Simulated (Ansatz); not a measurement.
# CAM-B3LYP/cc-pVDZ run of Si2NH6F (SMILES F[SiH2]N[SiH3])

What is the energy change on altering one bond length of Si2NH6F at CAM-B3LYP/cc-pVDZ? 

The results are computed with Ansatz 0.2.0.

69 further runs of the same task are left out: 69 set aside as unsound or not needed.

### Step 1. The system as given

The species is Si2NH6F (10 atoms), meant as a singlet with charge 0. SMILES: `F[SiH2]N[SiH3]`. The coordinates come from a PBE0-D4/def2-TZVP relaxation. This is one conformer, not always the lowest.

Bond lengths: F1–Si2 1.602 Å, Si2–N3 1.706 Å, N3–Si4 1.733 Å, Si2–H5 1.480 Å, Si2–H6 1.478 Å, N3–H7 1.011 Å, Si4–H8 1.487 Å, Si4–H9 1.487 Å, Si4–H10 1.483 Å. Some angles: F1–Si2–N3 112.6°, Si2–N3–Si4 128.2°, F1–Si2–H5 106.0°, F1–Si2–H6 106.5°, N3–Si2–H5 109.3°, N3–Si2–H6 108.9°, Si2–N3–H7 115.6°, Si4–N3–H7 115.9°, N3–Si4–H8 110.9°, N3–Si4–H9 112.0°.

### Step 2. A single-point energy at CAM-B3LYP/cc-pVDZ

Input file input.yaml:

```yaml
crystal:
  periodic: [false, false, false]
  atoms:
    - symbol: F
      position_ang: [-1.561500, 0.994300, -1.776700]
    - symbol: Si
      position_ang: [-0.375000, 1.301800, -0.745900]
    - symbol: N
      position_ang: [0.514800, -0.094800, -0.335900]
    - symbol: Si
      position_ang: [0.194800, -1.236100, 0.928700]
    - symbol: H
      position_ang: [0.517200, 2.267200, -1.426700]
    - symbol: H
      position_ang: [-1.010100, 1.839400, 0.475900]
    - symbol: H
      position_ang: [1.264300, -0.336200, -0.970000]
    - symbol: H
      position_ang: [1.391500, -1.422100, 1.791600]
    - symbol: H
      position_ang: [-0.186300, -2.569800, 0.392000]
    - symbol: H
      position_ang: [-0.924400, -0.683300, 1.730300]
basis:
  gaussian: {orbitals: cc-pVDZ}
total_charge: 0
hamiltonian: {xc: {name: CAM-B3LYP}}
accuracy: high
output: {orbitals: {seedname: orbitals}}
```

Run with:

```bash
$ ansatz run input.yaml --threads 1 --pin off --max-ram 3480MiB --events-out events.jsonl --progress --plain --runs-dir runs
```

The log of the run:

```text
Warning: RAYON_NUM_THREADS=1 ignored (pool sized by the plan → 1); use --threads N
Functional definition: CAM-B3LYP
  name "CAM-B3LYP"
  parameter alpha = 0.19
  parameter beta = 0.46
  parameter omega = 0.33/bohr
  parameter ac = 0.81
  exchange = (1 - alpha - beta)*b88_x + beta*b88_x_sr(omega) + alpha*exact_x + beta*exact_x_lr(omega)
  correlation = (1 - ac)*vwn5_c + ac*lyp_c
2240 factors; integrals over basis functions are off by at most 3.7e-9 eV
462 factors; integrals over basis functions are off by at most 2.1e-9 eV
mean field evaluation 1: about -20056.0014 eV, gradient 5.3e1 eV
mean field evaluation 2: about -20053.4251 eV, gradient 6.3e1 eV
mean field evaluation 4: about -20060.9820 eV, gradient 1.3e0 eV
mean field evaluation 8: about -20061.1094 eV, gradient 7.1e-2 eV
mean field evaluation 16: about -20061.1095 eV, gradient 1.2e-5 eV
mean field -20061.10946252 eV, -737.2321748393 hartree, gradient 3.4e-8 eV, S^2 0.000000; 0 other end points of the search recorded, 0 dependent functions left out
reference -20061.10948386 eV, -737.2321756235 hartree; 25, 25 occupied and 69, 69 virtual orbitals, 2240 factors
Total energy: -20061.10948386 eV, -737.2321756235 hartree
```

Wall time 8.1 s (1 thread of Intel Xeon Platinum 8488C (Sapphire Rapids), shared host); peak memory 0.41 GiB.

### Step 3. The distorted shape

Input file molecule.yaml:

```yaml
crystal:
  periodic: [false, false, false]
  atoms:
    - {symbol: F, position_ang: [-0.218453, 0.330936, -2.738625]}
    - {symbol: Si, position_ang: [0.968047, 0.638436, -1.707825]}
    - {symbol: "N", position_ang: [1.857847, -0.758164, -1.297825]}
    - {symbol: Si, position_ang: [1.537847, -1.899464, -0.033225]}
    - {symbol: H, position_ang: [1.860247, 1.603836, -2.388625]}
    - {symbol: H, position_ang: [0.332947, 1.176036, -0.486025]}
    - {symbol: H, position_ang: [2.607347, -0.999564, -1.931925]}
    - {symbol: H, position_ang: [2.734547, -2.085464, 0.829675]}
    - {symbol: H, position_ang: [1.156747, -3.233164, -0.569925]}
    - {symbol: H, position_ang: [-0.924400, -0.683300, 1.730300]}
basis:
  gaussian:
    orbitals: cc-pVDZ
hamiltonian:
  xc: {name: CAM-B3LYP}
accuracy: high
output: {orbitals: {seedname: orbitals}}
```

Run with:

```bash
$ ansatz run molecule.yaml --threads 1 --pin off --max-ram 3480MiB --events-out events.jsonl --progress --plain --runs-dir runs
```

The log of the run (excerpt; [...] marks lines left out):

```text
Warning: RAYON_NUM_THREADS=1 ignored (pool sized by the plan → 1); use --threads N
[... 8 set-up lines as earlier in the session ...]
2198 factors; integrals over basis functions are off by at most 3.7e-9 eV
471 factors; integrals over basis functions are off by at most 2.5e-9 eV
mean field evaluation 1: about -20050.8279 eV, gradient 5.3e1 eV
mean field evaluation 2: about -20048.0490 eV, gradient 6.3e1 eV
mean field evaluation 4: about -20056.1730 eV, gradient 2.0e0 eV
mean field evaluation 8: about -20056.3105 eV, gradient 2.0e-1 eV
mean field evaluation 16: about -20056.3106 eV, gradient 1.9e-5 eV
mean field -20056.31057546 eV, -737.0558189927 hartree, gradient 5.9e-8 eV, S^2 0.000000; 0 other end points of the search recorded, 0 dependent functions left out
reference -20056.31059855 eV, -737.0558198413 hartree; 25, 25 occupied and 69, 69 virtual orbitals, 2198 factors
Total energy: -20056.31059855 eV, -737.0558198413 hartree
```

Wall time 8.7 s (1 thread of Intel Xeon Platinum 8488C (Sapphire Rapids), shared host); peak memory 0.41 GiB.

### Step 4. What came out

At CAM-B3LYP/cc-pVDZ:

```
                                                           quantity          value
                                          first shape: total energy  -737.23218 Eh
                                           first shape: HOMO energy       -9.27 eV
                                           first shape: LUMO energy        1.60 eV
                                         first shape: HOMO–LUMO gap       10.87 eV
                                      distorted shape: total energy  -737.05582 Eh
                                       distorted shape: HOMO energy       -7.56 eV
                                       distorted shape: LUMO energy       -2.75 eV
                                     distorted shape: HOMO–LUMO gap        4.81 eV
energy change with the Si4–H10 bond stretched from 1.483 to 3.264 Å       4.799 eV
```

In words: With the Si4–H10 bond stretched from 1.483 to 3.264 Å the energy rises by 4.80 eV (111 kcal/mol). The first shape isn't relaxed at this level, so the change isn't measured from a minimum. A restricted reference can't describe the breaking bond well at this length.
